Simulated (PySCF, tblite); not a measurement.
**C6H9BN2: geometry, infrared bands and NMR shifts**

Aim: predict the infrared bands and NMR shifts of C6H9BN2 (`[BH3-][N+]#CCC(=C)CC#N`).

Computed with tblite 0.8.0 and PySCF 2.14.0, with density-fitted response routines of our own, on a single molecule in the gas phase. Atoms count from 0, in the outputs and in this text.

### Step 1. Starting geometry

18 atoms, charge 0, multiplicity 1; geometry from: force field or distance geometry start.

Bonds of the start (Å): B0–N1 1.51, N1–C2 1.16, C2–C3 1.48, C3–C4 1.47, C4–C5 1.32, C4–C6 1.49, C6–C7 1.47, C7–N8 1.18, B0–H9 1.17, B0–H10 1.19, B0–H11 1.18, C3–H12 1.11, C3–H13 1.11, C5–H14 1.08, C5–H15 1.09, C6–H16 1.11, C6–H17 1.10.

### Step 2. Geometry optimisation with GFN2-xTB

Job settings and geometry (Å):

```
{"job": {"kind": "relax", "xc": "GFN2-xTB", "basis": "xTB"}, "charge": 0, "multiplicity": 1}
B      3.647500    -0.205900     0.107400
N      2.201800     0.212600     0.241100
C      1.099000     0.531000     0.383000
C     -0.309100     0.954400     0.538600
C     -1.144200    -0.013300    -0.177900
C     -0.570500    -1.011500    -0.830100
C     -2.634300     0.074600    -0.257000
C     -3.183000    -0.007800     1.105300
N     -3.620500    -0.094000     2.193400
H      3.908900    -1.121500     0.795000
H      3.770900    -0.522200    -1.029500
H      4.371600     0.689300     0.353200
H     -0.443400     1.957000     0.088400
H     -0.579500     1.078200     1.606500
H     -1.104600    -1.757200    -1.392200
H      0.518100    -1.108200    -0.792000
H     -3.068800    -0.719800    -0.899200
H     -2.868700     1.070600    -0.670100
```

Command:

```console
$ OMP_NUM_THREADS=1 python probes_run.py task.json out
```

The driver reads the jobs from task.json and runs them one after another.

**Question.** This job is followed by: GFN2-xTB harmonic vibrations, gas phase; GIAO PBE0/pcSseg-1 NMR shielding, non-relativistic, gas phase. Predict these results of the whole session: strongest single infrared mode (GFN2-xTB); zero-point energy (GFN2-xTB); ¹³C shifts against TMS (PBE0/pcSseg-1); ¹H shifts against TMS (PBE0/pcSseg-1, means over atoms taken as alike); ¹¹B shifts against BF3·OEt2 (PBE0/pcSseg-1); ¹⁵N shifts against NH3 (PBE0/pcSseg-1); surface potential, 1st and 99th percentile.

As calculated:

| quantity | value |
| --- | --- |
| strongest single infrared mode (GFN2-xTB) | 2444 cm⁻¹, 262 km/mol |
| zero-point energy (GFN2-xTB) | 84.0 kcal/mol |
| ¹³C shifts against TMS (PBE0/pcSseg-1) | 138.0, 127.9, 120.2, 113.0, 26.7, 25.6 ppm |
| ¹H shifts against TMS (PBE0/pcSseg-1, means over atoms taken as alike) | 6.03, 5.86, 3.52, 3.03, 1.99 ppm |
| ¹¹B shifts against BF3·OEt2 (PBE0/pcSseg-1) | -43.9 ppm |
| ¹⁵N shifts against NH3 (PBE0/pcSseg-1) | 306.7, 246.4 ppm |
| surface potential, 1st and 99th percentile | -1.45 V and 2.13 V |

In words: Over 68 steps the energy fell by 0.508 eV; of the close pairs, B0–N1 changed most, 1.511 to 1.461 Å. The lowest mode is slightly imaginary (19i cm⁻¹), a soft motion within the noise of the Hessian, so the minimum is not strictly shown. The strongest single mode, at 2444 cm⁻¹, moves mainly H11 and H9. GFN2-xTB is a fitted tight-binding method: band positions and strengths are rough. Its intensities can rank the bands wrongly. C4 (fully substituted alkene carbon) lies farthest downfield among carbon, at 138.0 ppm; an sp2 carbon of a C=C bond. At PBE0/pcSseg-1: The largest span, 508 ppm, is at N8, where the paramagnetic term is -377 ppm. By nearest atom (PBE0/pcSseg-1), the HOMO sits on H9 40 %; H10 20 % and the LUMO on C4, C5 about 27 % each; H14, H15 about 8 % each.
